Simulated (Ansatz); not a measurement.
# LuF4: the cost of one run

Program: Ansatz 0.2.0. Level of theory: DFT PBE, scalar-relativistic, plane waves, PAW. These are calculated values, not measurements.

### 1 The structure to begin with

The structure is trigonal, space group R3m (No. 160). The conventional cell has a = 5.891 Å, b = 5.891 Å, c = 7.948 Å, α = 90.00°, β = 90.00°, γ = 120.00°. Lu (site symmetry 3m) has 4 F at 1.87 to 1.89 Å in its first shell of neighbours. F (site symmetry 3m) has 1 Lu at 1.89 Å in its first shell of neighbours. F (site symmetry m) is surrounded by 1 Lu at 1.87 Å.

Coordinates:

```
Lu F
1.0
     2.94553    1.70060    2.64924
    -2.94553    1.70060    2.64924
     0.00000   -3.40120    2.64924
Lu F
1 4
Direct
  0.20630 0.20630 0.20630
  0.96871 0.96871 0.96871
  0.30779 0.78540 0.30779
  0.30779 0.30779 0.78540
  0.78540 0.30779 0.30779
```

A structure generator made this guess: random cell by space group and Wyckoff sites (R3m, No. 160). The dimensions are guesses.

### 2 Probe: one point on a coarse mesh

Input file input.yaml:

```yaml
crystal:
  lattice:
    - [2.94552686, 1.70060073, 2.64923633]
    - [-2.94552686, 1.70060073, 2.64923633]
    - [0.0, -3.40120146, 2.64923633]
  atoms:
    - { symbol: Lu, position: [0.2063, 0.2063, 0.2063] }
    - { symbol: F, position: [0.96870917, 0.96870917, 0.96870917] }
    - { symbol: F, position: [0.30779273, 0.78540219, 0.30779273] }
    - { symbol: F, position: [0.30779273, 0.30779273, 0.78540219] }
    - { symbol: F, position: [0.78540219, 0.30779273, 0.30779273] }
basis:
  ecutwfc: 420
kpoints:
  mp_grid: { grid: [6, 6, 6] }
hamiltonian:
  xc: pbe
scf:
  occupations: { method: gaussian, width: 0.1 }
  lower_state_search: "off"
output:
  forces: true
  stress: true
  eigenvalues: true
```

Launch:

```bash
ansatz run input.yaml --threads 1 --pin off --max-ram 2560MiB --backend cpu --events-out ev --progress --plain --runs-dir out
```

Q: Estimate wall time and peak memory on 1 thread of Intel Xeon at 2.70GHz, shared host.

About 12 s, with a peak of 0.37 GiB.
